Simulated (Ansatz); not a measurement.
# CH5FGeOSi: up Jacob's ladder to CCSD(T)

One table from this session's results is given with a row withheld; the runs are named, their logs left out.

Computed with Ansatz 0.2.0, Gaussian basis. Level: functionals in def2-TZVPP, the program's frozen cores in correlated methods.

Levels to be run: PBE-D4, r2SCAN-D4, PBE0-D4, B3LYP-D4, ωB97X-V, ωB97M-V, B2PLYP; CCSD(T)/def2-TZVPP; MP2/def2-QZVPP; extrapolation to the limit.

**The relaxed structure**

All runs share one geometry, relaxed beforehand with PBE0-D4 in a triple-zeta def2 set.

10 atoms, charge 0, spin multiplicity 1.

Atoms are counted from 1 here; the program's logs count them from 0.

Bond lengths: O1–C2 1.206 Å, C2–Si3 1.939 Å, C2–Ge4 2.022 Å, Si3–H6 1.483 Å, Si3–H7 1.484 Å, Si3–H8 1.485 Å, Ge4–F5 1.750 Å, Ge4–H9 1.536 Å, Ge4–H10 1.536 Å. Angles: O1–C2–Si3 122.7°, O1–C2–Ge4 118.3°, Si3–C2–Ge4 119.0°, C2–Si3–H6 108.9°, C2–Si3–H7 107.6°, C2–Si3–H8 107.6°, H6–Si3–H7 111.4°, H6–Si3–H8 111.4°, H7–Si3–H8 109.7°, C2–Ge4–F5 103.8°, C2–Ge4–H9 113.0°, C2–Ge4–H10 113.0°, F5–Ge4–H9 106.7°, F5–Ge4–H10 106.7°, H9–Ge4–H10 112.8°.

The first run:

Input file in.yaml:

```yaml
crystal:
  periodic: [false, false, false]
  atoms:
    - {symbol: O, position_ang: [-1.584830, -1.318626, -0.310039]}
    - {symbol: C, position_ang: [-0.688054, -0.531368, -0.136233]}
    - {symbol: Si, position_ang: [-0.945986, 1.387654, -0.235299]}
    - {symbol: Ge, position_ang: [1.155811, -1.252180, 0.274064]}
    - {symbol: F, position_ang: [2.138106, 0.185967, 0.447854]}
    - {symbol: H, position_ang: [-2.369536, 1.664564, -0.543335]}
    - {symbol: H, position_ang: [-0.552531, 1.962721, 1.075509]}
    - {symbol: H, position_ang: [-0.049733, 1.907619, -1.298372]}
    - {symbol: H, position_ang: [1.756201, -2.059653, -0.886616]}
    - {symbol: H, position_ang: [1.223551, -1.997898, 1.615368]}
basis:
  gaussian: {orbitals: def2-TZVPP}
hamiltonian: {xc: pbe, dispersion: d4}
output: {forces: true, orbitals: {seedname: orbitals}}
```

Command:

```
$ ansatz run in.yaml --threads 4 --pin off --events-out ev --progress --plain --max-ram 10444MiB
```

Steps of the session up to this table: PBE-D4 (GGA); r2SCAN-D4 (meta-GGA); PBE0-D4 (hybrid); B3LYP-D4 (hybrid); ωB97X-V (range-separated); ωB97M-V (range-separated); B2PLYP (double hybrid); CCSD(T) in def2-TZVPP; MP2 in def2-QZVPP.

One table of the session follows, with a row left open; its other results are not shown here.

| method | atomisation energy (kJ/mol) |
| --- | --- |
| PBE-D4 | 3392.7 |
| r2SCAN-D4 | 3350.1 |
| PBE0-D4 | 3306.0 |
| B3LYP-D4 | 3327.6 |
| ωB97X-V | ? |
| ωB97M-V | 3333.6 |
| B2PLYP | 3297.2 |
| HF/def2-TZVPP | 2346.2 |
| MP2/def2-TZVPP | 3314.7 |
| CCSD/def2-TZVPP | 3201.2 |
| CCSD(T)/def2-TZVPP | 3260.7 |
| MP2/CBS | 3400.6 |
| CCSD(T)/CBS | 3346.7 |

**Question.** Estimate the row for ωB97X-V.

As computed: atomisation energy (kJ/mol): 3362.7. In the column «atomisation energy (kJ/mol)» it lies between r2SCAN-D4 (3350.1) and PBE-D4 (3392.7).
